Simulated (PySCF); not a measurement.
# A gas-phase reaction: CH4ClFGe + H2O → CH5ClGeO + FH

Aim: the reaction energy of `[CH3][GeH]([F])[Cl]` + `O` → `[CH3][GeH]([OH])[Cl]` + `F`.

Programs: PySCF 2.14.0. All values are calculated, for the isolated system unless a continuum is named. Atoms count from 0, parts from 1.

## 1. The system as given

Each species was relaxed by itself at PBE0-D3(BJ)/def2-SVPD.

## 2. Reaction energy: wB97M-D3(BJ)/def2-TZVPD

Job settings and geometry (Å):

```
{"job": {"kind": "react", "xc": "wB97M-D3(BJ)", "basis": "def2-TZVPD"}, "charge": 0, "multiplicity": 1}
-1 CH4ClFGe charge 0 multiplicity 1
C      0.779580     0.158210    -0.730070
Ge    -0.629560    -0.274780     0.505610
F      0.113990    -0.645270     2.048750
Cl    -1.848920     1.476110     0.865180
H      1.432710    -0.714010    -0.870600
H      0.352950     0.455200    -1.697290
H      1.369120     0.990320    -0.323760
H     -1.570390    -1.442350     0.201030

-1 H2O charge 0 multiplicity 1
O      0.000180     0.389280     0.009420
H     -0.762980    -0.194270    -0.005370
H      0.762820    -0.194980    -0.004060

+1 CH5ClGeO charge 0 multiplicity 1
C     -1.293000     0.018790    -0.134640
Ge     0.566940     0.358890     0.215340
O      1.450110    -0.999310    -0.515830
Cl     1.184600     2.189960    -0.804550
H     -1.456840    -0.016890    -1.219450
H     -1.919830     0.807720     0.300240
H     -1.570870    -0.950340     0.302530
H      0.989680     0.558530     1.678520
H      2.408020    -0.934290    -0.474050

+1 FH charge 0 multiplicity 1
F      0.456880     0.054050    -0.005260
H     -0.456880    -0.054050     0.005260
```

Level: wB97M-D3(BJ)/def2-TZVPD reaction energy of separated species, gas phase.

Run with:

```sh
> OMP_NUM_THREADS=1 python cluster_run.py task.json out
```

The driver reads the jobs from task.json and runs them one after another.

The program printed:

```text
species 1 (CH4ClFGe)
coarse grid: 34104 points
cycle   1  E = -2677.7030309633  dE = -4.393e-01  |g| = 8.921e-01  |ddm| = 2.278e+00
cycle   2  E = -2677.6761487968  dE =  2.688e-02  |g| = 1.110e+00  |ddm| = 1.215e+00
cycle   3  E = -2677.8182498701  dE = -1.421e-01  |g| = 7.783e-02  |ddm| = 5.758e-01
cycle   4  E = -2677.8191958986  dE = -9.460e-04  |g| = 3.880e-02  |ddm| = 7.766e-02
cycle   5  E = -2677.8194118637  dE = -2.160e-04  |g| = 6.025e-03  |ddm| = 2.935e-02
cycle   6  E = -2677.8194245774  dE = -1.271e-05  |g| = 2.259e-03  |ddm| = 1.119e-02
cycle   7  E = -2677.8194261699  dE = -1.592e-06  |g| = 5.125e-04  |ddm| = 3.749e-03
final grid: 69088 points
cycle   8  E = -2677.8192705734  dE = -2.855e-07  |g| = 4.435e-04  |ddm| = 6.409e-03
cycle   9  E = -2677.8192705866  dE = -1.319e-08  |g| = 5.022e-04  |ddm| = 9.827e-04
cycle  10  E = -2677.8192706215  dE = -3.487e-08  |g| = 4.921e-05  |ddm| = 2.366e-04
cycle  11  E = -2677.8192706235  dE = -2.004e-09  |g| = 2.420e-05  |ddm| = 1.624e-04
cycle  12  E = -2677.8192706237  dE = -2.124e-10  |g| = 4.420e-06  |ddm| = 4.320e-05
converged SCF energy = -2677.8192706237

species 2 (H2O)
coarse grid: 10128 points
cycle   1  E = -76.4117502206  dE = -7.453e-02  |g| = 5.872e-01  |ddm| = 8.994e-01
cycle   2  E = -76.4087433836  dE =  3.007e-03  |g| = 6.461e-01  |ddm| = 5.038e-01
cycle   3  E = -76.4759336317  dE = -6.719e-02  |g| = 2.731e-02  |ddm| = 2.374e-01
cycle   4  E = -76.4760588338  dE = -1.252e-04  |g| = 5.497e-03  |ddm| = 1.609e-02
cycle   5  E = -76.4760675105  dE = -8.677e-06  |g| = 8.214e-04  |ddm| = 5.831e-03
final grid: 21952 points
cycle   6  E = -76.4760630174  dE = -1.976e-07  |g| = 5.843e-04  |ddm| = 1.373e-03
cycle   7  E = -76.4760630243  dE = -6.844e-09  |g| = 6.465e-04  |ddm| = 6.469e-04
cycle   8  E = -76.4760630879  dE = -6.362e-08  |g| = 3.199e-05  |ddm| = 2.236e-04
cycle   9  E = -76.4760630887  dE = -8.228e-10  |g| = 4.134e-06  |ddm| = 1.105e-04
converged SCF energy = -76.4760630887

species 3 (CH5ClGeO)
coarse grid: 36456 points
cycle   1  E = -2653.6387269749  dE = -3.759e-01  |g| = 9.495e-01  |ddm| = 2.393e+00
cycle   2  E = -2653.6019126113  dE =  3.681e-02  |g| = 1.141e+00  |ddm| = 1.352e+00
cycle   3  E = -2653.7759639114  dE = -1.741e-01  |g| = 7.658e-02  |ddm| = 6.774e-01
cycle   4  E = -2653.7769964428  dE = -1.033e-03  |g| = 4.279e-02  |ddm| = 8.699e-02
cycle   5  E = -2653.7772736743  dE = -2.772e-04  |g| = 6.679e-03  |ddm| = 3.251e-02
cycle   6  E = -2653.7772869089  dE = -1.323e-05  |g| = 2.780e-03  |ddm| = 1.233e-02
cycle   7  E = -2653.7772888377  dE = -1.929e-06  |g| = 4.748e-04  |ddm| = 3.897e-03
final grid: 74064 points
cycle   8  E = -2653.7772036899  dE = -2.316e-07  |g| = 2.186e-04  |ddm| = 4.294e-03
cycle   9  E = -2653.7772037189  dE = -2.898e-08  |g| = 1.656e-04  |ddm| = 7.067e-04
cycle  10  E = -2653.7772037251  dE = -6.222e-09  |g| = 6.493e-05  |ddm| = 1.619e-04
cycle  11  E = -2653.7772037275  dE = -2.411e-09  |g| = 2.059e-05  |ddm| = 1.639e-04
cycle  12  E = -2653.7772037277  dE = -1.401e-10  |g| = 5.086e-06  |ddm| = 3.228e-05
converged SCF energy = -2653.7772037277

species 4 (FH)
coarse grid: 7776 points
cycle   1  E = -100.4688245097  dE = -9.408e-02  |g| = 4.644e-01  |ddm| = 6.197e-01
cycle   2  E = -100.4725053269  dE = -3.681e-03  |g| = 5.038e-01  |ddm| = 3.808e-01
cycle   3  E = -100.5053200940  dE = -3.281e-02  |g| = 2.574e-02  |ddm| = 1.678e-01
cycle   4  E = -100.5053960720  dE = -7.598e-05  |g| = 5.006e-03  |ddm| = 1.077e-02
cycle   5  E = -100.5054007131  dE = -4.641e-06  |g| = 4.334e-04  |ddm| = 3.766e-03
final grid: 16976 points
cycle   6  E = -100.5053933718  dE = -6.434e-08  |g| = 1.036e-04  |ddm| = 8.215e-04
cycle   7  E = -100.5053933752  dE = -3.463e-09  |g| = 7.650e-05  |ddm| = 2.164e-04
cycle   8  E = -100.5053933760  dE = -7.688e-10  |g| = 2.134e-05  |ddm| = 3.709e-05
converged SCF energy = -100.5053933760

Reaction energy = 7.544 kcal/mol
```

Wall time 59 s (1 thread of Arm Neoverse N1, shared host); peak memory 0.78 GiB.

Species by species (with the dispersion term, which the log's SCF energies lack):

```
 ν               species  energy (Eh)  HOMO (eV)
-1   [CH3][GeH]([F])[Cl]  -2677.82654     -11.26
-1                     O    -76.47682     -11.72
+1  [CH3][GeH]([OH])[Cl]  -2653.78570     -10.93
+1                     F   -100.50563     -14.54
```

## 3. Energies of the species: PBE0-D3(BJ)/def2-TZVPD

Settings changed since step 2:

```diff
@@ -1,2 +1,2 @@
-{"job": {"kind": "react", "xc": "wB97M-D3(BJ)", "basis": "def2-TZVPD"}, "charge": 0, "multiplicity": 1}
+{"job": {"kind": "react", "xc": "PBE0", "basis": "def2-TZVPD", "disp": "d3bj"}, "charge": 0, "multiplicity": 1}
 -1 CH4ClFGe charge 0 multiplicity 1
```

Level: PBE0-D3(BJ)/def2-TZVPD reaction energy of separated species, gas phase.

The program printed:

```text
species 1 (CH4ClFGe)
coarse grid: 34104 points
cycle   1  E = -2677.0498726784  dE = -4.319e-01  |g| = 9.506e-01  |ddm| = 2.373e+00
cycle   2  E = -2676.8563130444  dE =  1.936e-01  |g| = 1.527e+00  |ddm| = 1.511e+00
cycle   3  E = -2677.1653042513  dE = -3.090e-01  |g| = 1.906e-01  |ddm| = 9.146e-01
cycle   4  E = -2677.1706387997  dE = -5.335e-03  |g| = 4.036e-02  |ddm| = 1.349e-01
cycle   5  E = -2677.1708511773  dE = -2.124e-04  |g| = 6.729e-03  |ddm| = 2.596e-02
cycle   6  E = -2677.1708619579  dE = -1.078e-05  |g| = 2.238e-03  |ddm| = 7.702e-03
cycle   7  E = -2677.1708630843  dE = -1.126e-06  |g| = 2.974e-04  |ddm| = 1.737e-03
final grid: 69088 points
cycle   8  E = -2677.1708403232  dE = -1.510e-07  |g| = 3.675e-04  |ddm| = 5.975e-03
cycle   9  E = -2677.1708403038  dE =  1.931e-08  |g| = 4.591e-04  |ddm| = 7.574e-04
cycle  10  E = -2677.1708403574  dE = -5.352e-08  |g| = 2.062e-05  |ddm| = 3.439e-04
cycle  11  E = -2677.1708403574  dE = -7.003e-11  |g| = 9.711e-06  |ddm| = 2.347e-05
converged SCF energy = -2677.1708403574

species 2 (H2O)
coarse grid: 2328 points
cycle   1  E = -76.3044324729  dE = -5.297e-03  |g| = 6.571e-01  |ddm| = 9.011e-01
cycle   2  E = -76.1882137196  dE =  1.162e-01  |g| = 1.036e+00  |ddm| = 7.256e-01
cycle   3  E = -76.3820326363  dE = -1.938e-01  |g| = 3.132e-02  |ddm| = 4.396e-01
cycle   4  E = -76.3822149376  dE = -1.823e-04  |g| = 5.864e-03  |ddm| = 1.606e-02
cycle   5  E = -76.3822200765  dE = -5.139e-06  |g| = 7.850e-04  |ddm| = 2.507e-03
final grid: 21952 points
cycle   6  E = -76.3808944503  dE = -1.509e-05  |g| = 3.446e-03  |ddm| = 9.318e-03
cycle   7  E = -76.3808924876  dE =  1.963e-06  |g| = 4.749e-03  |ddm| = 3.319e-03
cycle   8  E = -76.3808961983  dE = -3.711e-06  |g| = 2.519e-04  |ddm| = 1.963e-03
cycle   9  E = -76.3808962090  dE = -1.062e-08  |g| = 2.400e-05  |ddm| = 1.101e-04
cycle  10  E = -76.3808962091  dE = -1.118e-10  |g| = 3.291e-06  |ddm| = 1.516e-05
converged SCF energy = -76.3808962091

species 3 (CH5ClGeO)
coarse grid: 36456 points
cycle   1  E = -2652.9866259545  dE = -3.590e-01  |g| = 1.043e+00  |ddm| = 2.478e+00
cycle   2  E = -2652.6732330288  dE =  3.134e-01  |g| = 1.699e+00  |ddm| = 1.783e+00
cycle   3  E = -2653.1354047578  dE = -4.622e-01  |g| = 2.258e-01  |ddm| = 1.198e+00
cycle   4  E = -2653.1445319510  dE = -9.127e-03  |g| = 5.691e-02  |ddm| = 1.852e-01
cycle   5  E = -2653.1449550266  dE = -4.231e-04  |g| = 1.024e-02  |ddm| = 4.293e-02
cycle   6  E = -2653.1449797634  dE = -2.474e-05  |g| = 3.573e-03  |ddm| = 1.290e-02
cycle   7  E = -2653.1449823850  dE = -2.622e-06  |g| = 5.694e-04  |ddm| = 2.870e-03
final grid: 74064 points
cycle   8  E = -2653.1450023222  dE = -1.175e-08  |g| = 7.045e-04  |ddm| = 4.944e-03
cycle   9  E = -2653.1450022277  dE =  9.451e-08  |g| = 9.673e-04  |ddm| = 1.074e-03
cycle  10  E = -2653.1450024387  dE = -2.111e-07  |g| = 1.056e-04  |ddm| = 6.216e-04
cycle  11  E = -2653.1450024408  dE = -2.080e-09  |g| = 1.506e-05  |ddm| = 6.995e-05
cycle  12  E = -2653.1450024409  dE = -5.048e-11  |g| = 2.304e-06  |ddm| = 1.392e-05
converged SCF energy = -2653.1450024409

species 4 (FH)
coarse grid: 1712 points
cycle   1  E = -100.3539925956  dE = -3.606e-02  |g| = 4.957e-01  |ddm| = 6.253e-01
cycle   2  E = -100.3144779842  dE =  3.951e-02  |g| = 7.429e-01  |ddm| = 5.125e-01
cycle   3  E = -100.3937103631  dE = -7.923e-02  |g| = 2.284e-02  |ddm| = 2.892e-01
cycle   4  E = -100.3937859403  dE = -7.558e-05  |g| = 4.204e-03  |ddm| = 9.787e-03
cycle   5  E = -100.3937879237  dE = -1.983e-06  |g| = 3.552e-04  |ddm| = 1.247e-03
final grid: 16976 points
cycle   6  E = -100.3948394720  dE = -1.847e-05  |g| = 3.941e-03  |ddm| = 7.381e-03
cycle   7  E = -100.3948376075  dE =  1.864e-06  |g| = 5.414e-03  |ddm| = 3.306e-03
cycle   8  E = -100.3948415720  dE = -3.965e-06  |g| = 1.008e-04  |ddm| = 1.983e-03
cycle   9  E = -100.3948415734  dE = -1.319e-09  |g| = 1.793e-05  |ddm| = 3.978e-05
cycle  10  E = -100.3948415734  dE = -4.856e-11  |g| = 3.034e-06  |ddm| = 1.030e-05
converged SCF energy = -100.3948415734

Reaction energy = 7.051 kcal/mol
```

It took 31 s on 1 thread of Arm Neoverse N1, shared host; peak memory 0.68 GiB.

Reaction energy at this level: 7.05 kcal/mol.

## 4. Side by side

Energies in kcal/mol, with wall time:

```
                    run  reaction  time
wB97M-D3(BJ)/def2-TZVPD      7.54  59 s
 PBE0-D3(BJ)/def2-TZVPD      7.05  31 s
```

## 5. Outcome

| quantity | value |
| --- | --- |
| reaction energy (wB97M-D3(BJ)/def2-TZVPD) | 7.54 kcal/mol |
| ΔH, ΔG at 298 K (xTB thermal terms) | +7.2, +7.8 kcal/mol |
| range of the reaction energy over the runs of this table | 7.05 to 7.54 kcal/mol |

What this shows: The reaction is endothermic by 7.2 kcal/mol in the gas phase; dispersion gives -0.45, and xTB itself gave 16.06 for the electronic energy (xTB energies and thermal terms come from the earlier relaxation of each species, not shown). No barrier was sought. The reaction energy runs from 7.05 (PBE0-D3(BJ)/def2-TZVPD) to 7.54 kcal/mol (wB97M-D3(BJ)/def2-TZVPD).
